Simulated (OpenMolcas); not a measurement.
# W⁵⁺ with 4 ligands (bromide): CASSCF and CASPT2 levels and susceptibility

Which state of W⁵⁺ lies lowest among these ligands, how large is the field, and what χT follows?

Program: OpenMolcas 26.06. Level of theory: state-averaged CASSCF and CASPT2, spin-orbit coupling by RASSI with atomic mean-field integrals. These are calculated values, not measurements, unless marked.

## Step 1: The system

```
Species                           : W⁵⁺ (tungsten, Z = 74, 69 electrons)
Basis                             : ANO-RCC-VTZP [8s7p5d3f2g1h], 212 functions with the ligands
Scalar Hamiltonian                : DKH2, point nucleus
Inactive shells                   : 1s 2s 2p 3s 3p 3d 4s 4p 4d 4f 5s 5p of the metal, and all ligand shells
Active space                      : 1 electron in 5 orbitals (5d)
Some configurations of this space : 5d
Orbitals                          : optimised for each spin and parity, averaged over all roots
```

Outer shells as boxes (Hund's rule):

5d
```
5d [↑ ][  ][  ][  ][  ]
```

W⁵⁺ is taken with 4 ligands (bromide) in tetrahedron coordination (Td) at 2.31 Å. Ligand basis ANO-RCC-VDZP. The distances are assumed, not relaxed.

```xyz
5

W     0.0000    0.0000    0.0000
Br    1.3337    1.3337    1.3337
Br    1.3337   -1.3337   -1.3337
Br   -1.3337    1.3337   -1.3337
Br   -1.3337   -1.3337    1.3337
```

Each step is its own input file, run in one work folder so that later steps find the files of earlier ones. Labels, J, g values, rates, χT and fits are worked out afterwards by a script from the matrices that RASSI stores.

## Step 2: Basis and integrals

Contents of a.inp:

```
&GATEWAY
Coord
5

W 0.0 0.0 0.0
Br 1.333679 1.333679 1.333679
Br 1.333679 -1.333679 -1.333679
Br -1.333679 1.333679 -1.333679
Br -1.333679 -1.333679 1.333679
Basis=W.ANO-RCC-VTZP,Br.ANO-RCC-VDZP
Group=NoSym
NoMove
AngMom=0.0 0.0 0.0
AMFI
RICD
&SEWARD
```

Command:

```bash
OMP_NUM_THREADS=1 MOLCAS_MEM=2457 MOLCAS_PROJECT=a pymolcas a.inp > a.log
```

## Step 3: CASSCF: doublets, 5 roots

Contents of a.inp:

```
&RASSCF
FileOrb=start.orb
Symmetry=1
Spin=2
nActEl=1 0 0
Inactive=106
Ras2=5
CIRoot=5 5 1
SDav=5
CIMx=300
Iter=150 100
PrWF=0.3
OrbListing=Nothing
MaxOrb=0
LevShft=1.0
>>> COPY $Project.JobIph JOB001
```

start.orb holds start orbitals that the driver prepared beforehand, or those of the step before.

## Step 4: RASSI: spin-orbit coupling between the states

Contents of a.inp:

```
&RASSI
NrOfJobIphs=1 5
1 2 3 4 5
IphNames
JOB001
EJob
SpinOrbit
DIPRint=1.0
SOCoupling=1000.0
Subsets=2
Property=9
'ANGMOM' 1 'ANGMOM' 2 'ANGMOM' 3 'MLTPL  1' 1 'MLTPL  1' 2 'MLTPL  1' 3
'AMFI' 1 'AMFI' 2 'AMFI' 3
SOProperty=3
'ANGMOM' 1 'ANGMOM' 2 'ANGMOM' 3
```

## Step 5: CASPT2: IPEA 0.25, imaginary shift 0.1 (83 orbitals frozen, the lowest in energy)

Contents of a.inp:

```
>>> COPY JOB001 $Project.JobIph
&CASPT2
Multistate=5 1 2 3 4 5
NoMult
Frozen=83
IPEA=0.25
Imaginary=0.1
MaxIter=60
WThr=0.0 0.3 0.05
PrWF=0.5
NoMix
```

(Steps that only read results are left out.)

**Question.** What will these runs give? Wanted: spin-free ground state; first state of the same spin within the active space; lowest level; next level.

**Answer**, as computed:

```
                                            quantity                                                                                 value
                                              method  SS-CASPT2, IPEA 0.25, imaginary shift 0.1 (83 orbitals frozen, the lowest in energy)
                              spin-free ground state                                                        2E, 2-fold in its orbital part
first state of the same spin within the active space                                                                     2T2 at 10600 cm⁻¹
                                        lowest level                                                                             4-fold Γ8
                                          next level                                                                          11425.9 cm⁻¹
                                         χT at 300 K                                                                        0.23 cm³ K/mol
                           effective moment at 300 K                                                                               1.36 μB
```

Cost by method:

| method | time of its own steps | time with the reference |
| --- | --- | --- |
| A. CASSCF | 2.6 min | 2.6 min |
| B. SS-CASPT2, IPEA 0.25, imaginary shift 0.1 (83 orbitals frozen, the lowest in energy) | 3.6 min | 6.3 min |

Times are of one thread on a shared host.

The spin-free ground state (2E) is 2-fold and keeps the highest spin of the shell. χT at 300 K is 0.23, against 0.38 cm³ K/mol for the spin alone, so orbital moment lowers it. A ligand-field fit to the states below 45000 cm-1 gives 10Dq = -10611 cm-1, the gap between the two states. CASPT2 does not keep the components of a term degenerate, and the means are used. An orbital doublet at a regular site is open to a Jahn-Teller distortion, which this geometry leaves out. The frozen orbitals are chosen by energy, so an outer shell of the metal can be frozen while a deeper shell elsewhere is correlated. The bonds are covalent and no ligand orbital is active, so the numbers are rough.
